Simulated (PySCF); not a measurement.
**A gas-phase reaction: H4HfO4 + ClH → ClH3HfO3 + H2O**

Aim: the reaction energy of `[OH][Hf]([OH])([OH])[OH]` + `Cl` → `[OH][Hf]([OH])([OH])[Cl]` + `O`.

Computed with PySCF 2.14.0; each step states its level. No surroundings beyond the atoms listed, unless a continuum is named. Atoms count from 0, parts from 1.

## (1) Starting point

Each species was relaxed by itself at PBE0-D3(BJ)/def2-SVPD.

## (2) Energies of the species: wB97M-D3(BJ)/def2-TZVPD

The job: settings as JSON, then the geometry in Å.

```
{"job": {"kind": "react", "xc": "wB97M-D3(BJ)", "basis": "def2-TZVPD"}, "charge": 0, "multiplicity": 1}
-1 H4HfO4 charge 0 multiplicity 1
O      1.370780    -1.318760    -0.363970
Hf     0.000440    -0.000470    -0.000560
O      0.825610     1.720800     0.321550
O     -1.006120    -0.535480     1.563750
O     -1.188980     0.132060    -1.522220
H      2.043570    -1.967220    -0.542680
H      1.232290     2.565880     0.481640
H     -1.503870    -0.793890     2.332220
H     -1.773790     0.197090    -2.269710

-1 ClH charge 0 multiplicity 1
Cl     0.644680     0.006680     0.004860
H     -0.643450    -0.005500    -0.004110

+1 ClH3HfO3 charge 0 multiplicity 1
O     -0.318510     1.600540    -0.861070
Hf     0.244380     0.074400     0.160420
O      0.701110    -1.373490    -1.017230
O     -1.150220    -0.465320     1.366550
Cl     2.171610     0.672080     1.438860
H     -0.599050     2.306560    -1.435690
H      0.849030    -2.136310    -1.568220
H     -1.898390    -0.678550     1.916200

+1 H2O charge 0 multiplicity 1
O      0.005370     0.389340     0.004040
H      0.760130    -0.205190    -0.001600
H     -0.765520    -0.184110    -0.002460
```

Method: wB97M-D3(BJ)/def2-TZVPD reaction energy of separated species, gas phase.

The run is started by

```bash
OMP_NUM_THREADS=1 python cluster_run.py task.json out
```

One launch serves the whole session: the jobs run in the order shown.

What it wrote:

```text
species 1 (H4HfO4)
coarse grid: 39448 points
cycle   1  E = -351.3821681841  dE = -2.207e+01  |g| = 1.470e+00  |ddm| = 1.952e+01
cycle   2  E = -351.2829822626  dE =  9.919e-02  |g| = 1.699e+00  |ddm| = 1.340e+00
cycle   3  E = -351.7573051653  dE = -4.743e-01  |g| = 1.117e-01  |ddm| = 7.041e-01
cycle   4  E = -351.7598734551  dE = -2.568e-03  |g| = 3.839e-02  |ddm| = 1.026e-01
cycle   5  E = -351.7602139963  dE = -3.405e-04  |g| = 4.561e-03  |ddm| = 3.730e-02
cycle   6  E = -351.7602222705  dE = -8.274e-06  |g| = 8.919e-04  |ddm| = 7.662e-03
final grid: 81696 points
cycle   7  E = -351.7603671525  dE = -6.430e-07  |g| = 6.730e-04  |ddm| = 6.445e-03
cycle   8  E = -351.7603671585  dE = -5.952e-09  |g| = 7.999e-04  |ddm| = 1.040e-03
cycle   9  E = -351.7603672647  dE = -1.062e-07  |g| = 6.699e-05  |ddm| = 3.784e-04
cycle  10  E = -351.7603672663  dE = -1.557e-09  |g| = 3.114e-05  |ddm| = 1.134e-04
cycle  11  E = -351.7603672666  dE = -3.563e-10  |g| = 4.627e-06  |ddm| = 4.774e-05
converged SCF energy = -351.7603672666

species 2 (ClH)
coarse grid: 8792 points
cycle   1  E = -460.8503331785  dE = -8.165e-02  |g| = 2.169e-01  |ddm| = 7.239e-01
cycle   2  E = -460.8625127262  dE = -1.218e-02  |g| = 1.397e-01  |ddm| = 2.651e-01
cycle   3  E = -460.8670521445  dE = -4.539e-03  |g| = 1.358e-02  |ddm| = 9.818e-02
cycle   4  E = -460.8670932276  dE = -4.108e-05  |g| = 3.364e-03  |ddm| = 9.545e-03
cycle   5  E = -460.8670994761  dE = -6.248e-06  |g| = 8.516e-04  |ddm| = 3.915e-03
final grid: 17120 points
cycle   6  E = -460.8670682051  dE = -3.716e-07  |g| = 3.676e-04  |ddm| = 8.891e-04
cycle   7  E = -460.8670682513  dE = -4.627e-08  |g| = 1.618e-04  |ddm| = 3.981e-04
cycle   8  E = -460.8670682579  dE = -6.574e-09  |g| = 4.221e-05  |ddm| = 1.295e-04
cycle   9  E = -460.8670682592  dE = -1.313e-09  |g| = 3.974e-06  |ddm| = 6.531e-05
cycle  10  E = -460.8670682592  dE = -5.627e-12  |g| = 8.166e-07  |ddm| = 3.313e-06
converged SCF energy = -460.8670682592

species 3 (ClH3HfO3)
coarse grid: 38112 points
cycle   1  E = -735.8778929435  dE = -2.163e+01  |g| = 1.294e+00  |ddm| = 1.901e+01
cycle   2  E = -735.7856917067  dE =  9.220e-02  |g| = 1.518e+00  |ddm| = 1.205e+00
cycle   3  E = -736.1656231876  dE = -3.799e-01  |g| = 1.190e-01  |ddm| = 6.472e-01
cycle   4  E = -736.1686082102  dE = -2.985e-03  |g| = 3.734e-02  |ddm| = 1.091e-01
cycle   5  E = -736.1689374610  dE = -3.293e-04  |g| = 6.503e-03  |ddm| = 3.777e-02
cycle   6  E = -736.1689524921  dE = -1.503e-05  |g| = 3.164e-03  |ddm| = 9.911e-03
cycle   7  E = -736.1689552275  dE = -2.735e-06  |g| = 5.412e-04  |ddm| = 4.161e-03
final grid: 76864 points
cycle   8  E = -736.1690089579  dE = -5.062e-07  |g| = 3.003e-04  |ddm| = 4.995e-03
cycle   9  E = -736.1690089800  dE = -2.217e-08  |g| = 2.436e-04  |ddm| = 7.517e-04
cycle  10  E = -736.1690089900  dE = -9.970e-09  |g| = 6.541e-05  |ddm| = 1.603e-04
cycle  11  E = -736.1690089915  dE = -1.512e-09  |g| = 2.690e-05  |ddm| = 1.103e-04
cycle  12  E = -736.1690089917  dE = -2.342e-10  |g| = 4.503e-06  |ddm| = 5.064e-05
converged SCF energy = -736.1690089917

species 4 (H2O)
coarse grid: 10128 points
cycle   1  E = -76.4117500378  dE = -7.453e-02  |g| = 5.872e-01  |ddm| = 8.994e-01
cycle   2  E = -76.4087433301  dE =  3.007e-03  |g| = 6.461e-01  |ddm| = 5.038e-01
cycle   3  E = -76.4759334321  dE = -6.719e-02  |g| = 2.731e-02  |ddm| = 2.374e-01
cycle   4  E = -76.4760586342  dE = -1.252e-04  |g| = 5.497e-03  |ddm| = 1.609e-02
cycle   5  E = -76.4760673110  dE = -8.677e-06  |g| = 8.214e-04  |ddm| = 5.831e-03
final grid: 21952 points
cycle   6  E = -76.4760629918  dE = -1.975e-07  |g| = 5.844e-04  |ddm| = 1.373e-03
cycle   7  E = -76.4760629986  dE = -6.838e-09  |g| = 6.467e-04  |ddm| = 6.470e-04
cycle   8  E = -76.4760630623  dE = -6.366e-08  |g| = 3.199e-05  |ddm| = 2.236e-04
cycle   9  E = -76.4760630631  dE = -8.230e-10  |g| = 4.132e-06  |ddm| = 1.105e-04
converged SCF energy = -76.4760630631

Reaction energy = -11.198 kcal/mol
```

Wall time 70 s (1 thread of Arm Neoverse N1, shared host); peak memory 0.8 GiB.

Species by species (with the dispersion term, which the log's SCF energies lack):

| ν | species | energy (Eh) | HOMO (eV) |
| --- | --- | --- | --- |
| -1 | [OH][Hf]([OH])([OH])[OH] | -351.76584 | -11.08 |
| -1 | Cl | -460.86761 | -11.93 |
| +1 | [OH][Hf]([OH])([OH])[Cl] | -736.17449 | -11.03 |
| +1 | O | -76.47682 | -11.72 |

## (3) Energies of the species: PBE0-D3(BJ)/def2-TZVPD

Settings changed since step 2:

```diff
@@ -1,2 +1,2 @@
-{"job": {"kind": "react", "xc": "wB97M-D3(BJ)", "basis": "def2-TZVPD"}, "charge": 0, "multiplicity": 1}
+{"job": {"kind": "react", "xc": "PBE0", "basis": "def2-TZVPD", "disp": "d3bj"}, "charge": 0, "multiplicity": 1}
 -1 H4HfO4 charge 0 multiplicity 1
```

Method: PBE0-D3(BJ)/def2-TZVPD reaction energy of separated species, gas phase.

What it wrote:

```text
species 1 (H4HfO4)
coarse grid: 39448 points
cycle   1  E = -350.9542436280  dE = -2.177e+01  |g| = 1.570e+00  |ddm| = 1.953e+01
cycle   2  E = -350.1843470836  dE =  7.699e-01  |g| = 2.546e+00  |ddm| = 1.895e+00
cycle   3  E = -351.3858794705  dE = -1.202e+00  |g| = 2.295e-01  |ddm| = 1.251e+00
cycle   4  E = -351.3955092476  dE = -9.630e-03  |g| = 8.799e-02  |ddm| = 1.930e-01
cycle   5  E = -351.3975259534  dE = -2.017e-03  |g| = 4.789e-03  |ddm| = 7.140e-02
cycle   6  E = -351.3975307357  dE = -4.782e-06  |g| = 9.357e-04  |ddm| = 5.368e-03
final grid: 81696 points
cycle   7  E = -351.3976772077  dE = -1.342e-07  |g| = 1.680e-03  |ddm| = 5.064e-03
cycle   8  E = -351.3976761503  dE =  1.057e-06  |g| = 2.966e-03  |ddm| = 2.174e-03
cycle   9  E = -351.3976777194  dE = -1.569e-06  |g| = 3.681e-05  |ddm| = 1.329e-03
cycle  10  E = -351.3976777197  dE = -2.381e-10  |g| = 2.059e-05  |ddm| = 5.133e-05
converged SCF energy = -351.3976777197

species 2 (ClH)
coarse grid: 2248 points
cycle   1  E = -460.6537839261  dE = -4.644e-02  |g| = 1.882e-01  |ddm| = 7.411e-01
cycle   2  E = -460.6558526712  dE = -2.069e-03  |g| = 1.902e-01  |ddm| = 3.151e-01
cycle   3  E = -460.6653814778  dE = -9.529e-03  |g| = 1.506e-02  |ddm| = 1.513e-01
cycle   4  E = -460.6654035350  dE = -2.206e-05  |g| = 2.693e-03  |ddm| = 7.323e-03
cycle   5  E = -460.6654050828  dE = -1.548e-06  |g| = 1.111e-03  |ddm| = 2.553e-03
final grid: 17120 points
cycle   6  E = -460.6658903181  dE = -4.429e-06  |g| = 2.164e-03  |ddm| = 7.337e-03
cycle   7  E = -460.6658903476  dE = -2.951e-08  |g| = 1.795e-03  |ddm| = 2.512e-03
cycle   8  E = -460.6658909653  dE = -6.177e-07  |g| = 1.533e-04  |ddm| = 1.363e-03
cycle   9  E = -460.6658909722  dE = -6.902e-09  |g| = 2.147e-05  |ddm| = 1.086e-04
cycle  10  E = -460.6658909723  dE = -1.031e-10  |g| = 4.934e-06  |ddm| = 1.681e-05
converged SCF energy = -460.6658909723

species 3 (ClH3HfO3)
coarse grid: 38112 points
cycle   1  E = -735.3582230454  dE = -2.137e+01  |g| = 1.378e+00  |ddm| = 1.903e+01
cycle   2  E = -734.7247768337  dE =  6.334e-01  |g| = 2.274e+00  |ddm| = 1.686e+00
cycle   3  E = -735.6875094792  dE = -9.627e-01  |g| = 2.565e-01  |ddm| = 1.107e+00
cycle   4  E = -735.7007493013  dE = -1.324e-02  |g| = 8.562e-02  |ddm| = 2.145e-01
cycle   5  E = -735.7025388520  dE = -1.790e-03  |g| = 2.582e-02  |ddm| = 7.860e-02
cycle   6  E = -735.7027188931  dE = -1.800e-04  |g| = 2.842e-03  |ddm| = 2.246e-02
cycle   7  E = -735.7027198407  dE = -9.476e-07  |g| = 6.140e-04  |ddm| = 2.032e-03
final grid: 76864 points
cycle   8  E = -735.7027413590  dE = -3.598e-07  |g| = 7.310e-04  |ddm| = 3.778e-03
cycle   9  E = -735.7027412328  dE =  1.262e-07  |g| = 1.118e-03  |ddm| = 9.002e-04
cycle  10  E = -735.7027414543  dE = -2.215e-07  |g| = 1.536e-04  |ddm| = 5.396e-04
cycle  11  E = -735.7027414589  dE = -4.620e-09  |g| = 1.021e-05  |ddm| = 8.929e-05
cycle  12  E = -735.7027414590  dE = -1.455e-11  |g| = 6.593e-06  |ddm| = 1.291e-05
converged SCF energy = -735.7027414590

species 4 (H2O)
coarse grid: 2328 points
cycle   1  E = -76.3044273081  dE = -5.295e-03  |g| = 6.571e-01  |ddm| = 9.011e-01
cycle   2  E = -76.1882081443  dE =  1.162e-01  |g| = 1.036e+00  |ddm| = 7.256e-01
cycle   3  E = -76.3820274418  dE = -1.938e-01  |g| = 3.132e-02  |ddm| = 4.396e-01
cycle   4  E = -76.3822097491  dE = -1.823e-04  |g| = 5.864e-03  |ddm| = 1.606e-02
cycle   5  E = -76.3822148880  dE = -5.139e-06  |g| = 7.850e-04  |ddm| = 2.507e-03
final grid: 21952 points
cycle   6  E = -76.3808944313  dE = -1.510e-05  |g| = 3.447e-03  |ddm| = 9.272e-03
cycle   7  E = -76.3808924671  dE =  1.964e-06  |g| = 4.751e-03  |ddm| = 3.318e-03
cycle   8  E = -76.3808961804  dE = -3.713e-06  |g| = 2.517e-04  |ddm| = 1.964e-03
cycle   9  E = -76.3808961910  dE = -1.061e-08  |g| = 2.394e-05  |ddm| = 1.100e-04
cycle  10  E = -76.3808961911  dE = -1.113e-10  |g| = 3.294e-06  |ddm| = 1.511e-05
converged SCF energy = -76.3808961911

Reaction energy = -12.918 kcal/mol
```

Run time: 36 s. Hardware: 1 thread of Arm Neoverse N1, shared host; peak memory 0.73 GiB.

Reaction energy at this level: -12.92 kcal/mol.

## (4) Side by side

Energies in kcal/mol, with wall time:

| run | reaction | time |
| --- | --- | --- |
| wB97M-D3(BJ)/def2-TZVPD | -11.20 | 70 s |
| PBE0-D3(BJ)/def2-TZVPD | -12.92 | 36 s |

## (5) Outcome

| quantity | value |
| --- | --- |
| reaction energy (wB97M-D3(BJ)/def2-TZVPD) | -11.20 kcal/mol |
| ΔH, ΔG at 298 K (xTB thermal terms) | -8.6, -8.7 kcal/mol |
| range of the reaction energy over the runs of this table | -12.92 to -11.20 kcal/mol |

What this shows: The reaction is exothermic by 8.6 kcal/mol in the gas phase; dispersion gives -0.13, and xTB itself gave -13.25 for the electronic energy (xTB energies and thermal terms come from the earlier relaxation of each species, not shown). No barrier was sought. The reaction energy runs from -12.92 (PBE0-D3(BJ)/def2-TZVPD) to -11.20 kcal/mol (wB97M-D3(BJ)/def2-TZVPD).
